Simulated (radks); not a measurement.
# Ionisation of Tl⁺: one atom, several choices of exchange strength α

One table from this session's results is given with a row withheld; the runs are named, their logs left out.

The numbers are computed with radks (a radial shooting solver on a logarithmic mesh, Libxc functionals) version 1 (scalar-relativistic Kohn-Sham, spin-polarised, spherical densities, finite nucleus; open shells are filled with parallel spins first), except any that are marked as measured or tabulated.

**Starting point**

| Quantity | Value |
| --- | --- |
| element | thallium (Z = 81) |
| charge | +1 |
| electrons | 80 |
| configuration | [Hg] |
| ion | Tl²⁺, [Xe] 4f14 5d10 6s1 |
| choices | α = 0.626; α = 0.66; α = 0.667; α = 0.757; α = 0.799; α = 0.812; α = 0.817; α = 1.003 |

The outer shells:

Tl⁺
```
[Xe] core
4f [↑↓][↑↓][↑↓][↑↓][↑↓][↑↓][↑↓]
5d [↑↓][↑↓][↑↓][↑↓][↑↓]
6s [↑↓]
```

Tl²⁺
```
[Xe] core
4f [↑↓][↑↓][↑↓][↑↓][↑↓][↑↓][↑↓]
5d [↑↓][↑↓][↑↓][↑↓][↑↓]
6s [↑ ]
```

Set-up of the first run:

The run's settings:

```text
Z 81
configuration [Hg]
relativity scalar-relativistic
functional xalpha 0.626
spin polarised
nucleus finite rms 5.4759 fm
c 137.035999084
```

Steps of the session up to this table: α = 0.626: Tl⁺.

One of the session's tables, all rows but one given; the rest of the session is left out.

It belongs to the step «α = 0.626: Tl⁺». Sizes of the orbitals, from the radial functions (bohr):

| level | <r> | outermost maximum (interpolated) | 90 % within | nodes |
| --- | --- | --- | --- | --- |
| 4s | 0.3923 | 0.369 | 0.562 | 3 |
| 4p | 0.4184 | 0.389 | 0.606 | 2 |
| 4d | ? | ? | ? | ? |
| 5s | 0.8778 | 0.808 | 1.25 | 4 |
| 4f | 0.4692 | 0.358 | 0.748 | 0 |
| 5p | 1.009 | 0.905 | 1.46 | 3 |
| 5d | 1.399 | 1.12 | 2.15 | 2 |
| 6s | 2.422 | 2.07 | 3.56 | 5 |

**Question.** Estimate the row for 4d.

**Answer.** <r>: 0.4407; outermost maximum (interpolated): 0.396; 90 % within: 0.657; nodes: 1. In the column «<r>» it lies between 4p (0.4184) and 4f (0.4692).
